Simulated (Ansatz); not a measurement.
# CuHO: taking an electron away

One table from this session's results is given with a row withheld; the runs are named, their logs left out.

The runs use Ansatz 0.2.0, Gaussian basis; unrestricted cation, the program's frozen cores in correlated methods.

Levels to be run: UKS PBE-D4/def2-TZVPP; UKS r2SCAN-D4/def2-TZVPP; UKS PBE0-D4/def2-TZVPP; UKS B3LYP-D4/def2-TZVPP; UKS wB97X-V/def2-TZVPP; UKS wB97M-V/def2-TZVPP; UKS B2PLYP (frozen core with 3s3p of Cu, Zn)/def2-TZVPP; UHF-CCSD(T) with 3s3p of Cu, Zn/def2-TZVPP; UHF-CCSD(T) with 3s3p of Cu, Zn/def2-QZVPP; extrapolation to the limit; then −ε(HOMO) from the neutral's earlier runs with LDA (SPW92), PBE-D4, revPBE-D4, BLYP-D4, r2SCAN-D4, B97M-V, PBE0-D4, B3LYP-D4, r2SCANh-D4, r2SCAN0-D4, HSE06-D4, BHLYP-D4, CAM-B3LYP-D4, LC-ωPBE, ωB97X-V, ωB97M-V.

### The geometry

An earlier PBE0-D4 in a triple-zeta def2 set relaxation fixed the geometry.

SMILES `[OH][Cu]`, 3 atoms, charge 0, spin multiplicity 1.

Atoms are counted from 1 here; the program's logs count them from 0.

Bond lengths: O1–Cu2 1.785 Å, O1–H3 0.962 Å. Angles: Cu2–O1–H3 108.9°.

The first run:

File in.yaml:

```yaml
crystal:
  periodic: [false, false, false]
  atoms:
    - {symbol: O, position_ang: [-0.333325, -0.433738, -0.237595]}
    - {symbol: Cu, position_ang: [1.159754, 0.002927, 0.637752]}
    - {symbol: H, position_ang: [-0.837329, 0.366011, -0.413356]}
basis:
  gaussian: {orbitals: def2-TZVPP}
total_charge: 1
magnetization: {spin_polarized: true, initial_magnetization: 1}
hamiltonian: {xc: pbe, dispersion: d4}
```

Started as:

```bash
> ansatz run in.yaml --threads 2 --pin off --events-out ev --progress --plain --max-ram 32768MiB --backend cpu
```

Steps of the session up to this table: Cation, UKS PBE-D4/def2-TZVPP; Cation, UKS r2SCAN-D4/def2-TZVPP; Cation, UKS PBE0-D4/def2-TZVPP; Cation, UKS B3LYP-D4/def2-TZVPP; Cation, UKS wB97X-V/def2-TZVPP; Cation, UKS wB97M-V/def2-TZVPP; Cation, UKS B2PLYP (frozen core with 3s3p of Cu, Zn)/def2-TZVPP; Cation, UHF-CCSD(T) with 3s3p of Cu, Zn/def2-TZVPP; Cation, UHF-CCSD(T) with 3s3p of Cu, Zn/def2-QZVPP.

One of the session's tables, all rows but one given; the rest of the session is left out.

Orbital estimates, from the neutral's runs:

| functional | −ε(HOMO) (eV) |
| --- | --- |
| LDA (SPW92) | ? |
| PBE-D4 | 5.20 |
| revPBE-D4 | 5.11 |
| BLYP-D4 | 5.20 |
| r2SCAN-D4 | 5.37 |
| B97M-V | 5.52 |
| PBE0-D4 | 6.71 |
| B3LYP-D4 | 6.57 |
| r2SCANh-D4 | 5.97 |
| r2SCAN0-D4 | 6.86 |
| HSE06-D4 | 6.29 |
| BHLYP-D4 | 8.19 |
| CAM-B3LYP-D4 | 8.24 |
| LC-ωPBE | 9.42 |
| ωB97X-V | 9.14 |
| ωB97M-V | 9.16 |

Q: Estimate the row for LDA (SPW92) from the others.

**Answer.** −ε(HOMO) (eV): 5.44. In the column «−ε(HOMO) (eV)» it lies between r2SCAN-D4 (5.37) and B97M-V (5.52).
